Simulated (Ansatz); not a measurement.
# AlGaH₅N: from a rough start to a minimum

Aim: relax AlGaH₅N from a cheap starting geometry, check the end point by its vibrations and derive ideal-gas thermochemistry.

Method: RKS PBE0-D4/def2-TZVP; program: Ansatz 0.2.0, Gaussian basis.

Plan: relaxation at PBE0-D4/def2-TZVP; harmonic vibrations at the same level.

1 further run of the same task is left out (set aside as unsound or not needed).

### 1 Where the work starts

SMILES `[NH2][GaH][AlH2]`, 8 atoms, charge 0, spin multiplicity 1.

Atoms are counted from 1 here; the program's logs count them from 0.

Bond lengths: N1–Ga2 1.834 Å, N1–H4 1.015 Å, N1–H5 1.016 Å, Ga2–Al3 2.528 Å, Ga2–H6 1.627 Å, Al3–H7 1.563 Å, Al3–H8 1.563 Å. Angles: Ga2–N1–H4 125.9°, Ga2–N1–H5 126.5°, H4–N1–H5 107.5°, N1–Ga2–Al3 122.6°, N1–Ga2–H6 105.9°, Al3–Ga2–H6 131.5°, Ga2–Al3–H7 122.7°, Ga2–Al3–H8 122.5°, H7–Al3–H8 114.7°.

The start is a GFN2-xTB geometry.

### 2 Optimising with PBE0-D4/def2-TZVP

The input, in.yaml:

```yaml
crystal:
  periodic: [false, false, false]
  atoms:
    - {symbol: N, position_ang: [-1.836130, 0.126470, 0.129860]}
    - {symbol: Ga, position_ang: [-0.122990, 0.780860, 0.122900]}
    - {symbol: Al, position_ang: [1.896940, -0.696930, -0.231090]}
    - {symbol: H, position_ang: [-2.681400, 0.674980, 0.250060]}
    - {symbol: H, position_ang: [-2.118380, -0.831110, -0.056500]}
    - {symbol: H, position_ang: [-0.251300, 2.369850, 0.445800]}
    - {symbol: H, position_ang: [3.158310, -0.639250, 0.690320]}
    - {symbol: H, position_ang: [1.954950, -1.784880, -1.351350]}
basis:
  gaussian: {orbitals: def2-TZVP}
hamiltonian: {xc: pbe0, dispersion: d4}
relax: {f_tol: 0.005, max_steps: 150}
```

Command:

```bash
$ ansatz run in.yaml --threads 2 --pin off --events-out ev --progress --plain --max-ram 4352MiB
```

After this run come: Vibrations by finite differences.

Before running them: what should the planned runs give, taken together? Wanted: point group; shift from the start; total energy; dispersion term; dipole moment; lowest, highest wavenumber; zero-point energy.

The runs gave:

| quantity | value |
| --- | --- |
| point group | Cs |
| steps | 25 |
| shift from the start (rms) | 0.440 Å |
| total energy | -60535.3905 eV |
| dispersion term | -114 meV |
| dipole moment | 1.05 D |
| lowest, highest wavenumber | 58, 3715 cm⁻¹ |
| zero-point energy | 119.3 kJ/mol |
| entropy at 298.15 K | 340.9 J/(mol K) |

**Reading.** The atoms moved 0.44 Å (rms) from the start; the bond that changed most is Ga2–H6, from 1.627 to 1.578 Å. All wavenumbers are real, so the end point is a minimum. The stiffest mode, 3715 cm⁻¹, is an N–H stretch, and 2 modes under 200 cm⁻¹ make the vibrational entropy uncertain. Harmonic hybrid wavenumbers usually lie a few per cent above measured fundamentals. The largest Mulliken charge, -0.63 e, sits on N1.
